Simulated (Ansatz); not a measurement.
# MoTe2 (P6_3/mmc): equation of state

How stiff is MoTe2 (P6_3/mmc)? Energies and pressures are computed at volumes on both sides of the relaxed cell and fitted.

Computed with Ansatz 0.2.0 (DFT r²SCAN, scalar-relativistic, plane waves, PAW, unless a step's input says otherwise).

The runs add the D3(BJ) dispersion term to the functional named.

## (1) Starting point

Symmetry: P6_3/mmc, No. 194, hexagonal system. Conventional cell: a = 3.538 Å, b = 3.538 Å, c = 14.106 Å, α = 90.00°, β = 90.00°, γ = 120.00°. Te (site symmetry 3m) is surrounded by 3 Mo at 2.72 Å. Mo (site symmetry -6m2) is surrounded by 6 Te at 2.72 Å.

Structure file:

```
Te Mo
1.0
     3.53764    0.00000    0.00000
    -1.76882    3.06368    0.00000
     0.00000    0.00000   14.10577
Te Mo
4 2
Direct
  0.33333 0.66667 0.62289
  0.66667 0.33333 0.12289
  0.33333 0.66667 0.87711
  0.66667 0.33333 0.37711
  0.33333 0.66667 0.25000
  0.66667 0.33333 0.75000
```

An earlier run at r²SCAN left this cell at 25.480 Å³/atom and -0.02 GPa (8×8×2 mesh).

Volume factors to run: 0.980, 1.020, 0.960, 1.040.

## (2) Scaling the volume by 0.980

input.yaml

```yaml
crystal:
  lattice:
    - [3.5138944991, 0.0, 0.0]
    - [-1.7569472495, 3.0431219024, 0.0]
    - [0.0, 0.0, 14.0110976822]
  atoms:
    - { symbol: Te, position: [0.3333333333, 0.6666666667, 0.6228877776] }
    - { symbol: Te, position: [0.6666666667, 0.3333333333, 0.1228877776] }
    - { symbol: Te, position: [0.3333333333, 0.6666666667, 0.8771122224] }
    - { symbol: Te, position: [0.6666666667, 0.3333333333, 0.3771122224] }
    - { symbol: Mo, position: [0.3333333333, 0.6666666667, 0.25] }
    - { symbol: Mo, position: [0.6666666667, 0.3333333333, 0.75] }
basis:
  ecutwfc: 500
  ecutrho_ratio: 4
kpoints:
  mp_grid: { grid: [8, 8, 2] }
hamiltonian:
  xc: r2scan
  dispersion: d3bj
scf:
  occupations: { method: gaussian, width: 0.05 }
output:
  forces: true
  stress: true
  eigenvalues: true
relax:
  f_tol: 0.01
  max_steps: 40
  cell: { stress_tol: 0.1, fix: [volume] }
```

Launch:

```bash
$ ansatz run input.yaml --threads 4 --pin off --max-ram 10240MiB --backend cpu --events-out ev --progress --plain --runs-dir out
```

Further steps of the session: Volume × 1.020; At 0.960 of the relaxed volume; At 1.040 of the relaxed volume.

Before running it: what results should come out? Wanted: fit.

**Answer**, as computed:

```
quantity                    value
     fit  poor, no modulus quoted
```

The points don't follow one smooth curve, or give an unlikely pressure derivative, as when the electronic state or the structure changes between volumes; no modulus is quoted. These are values at 0 K without zero-point motion.
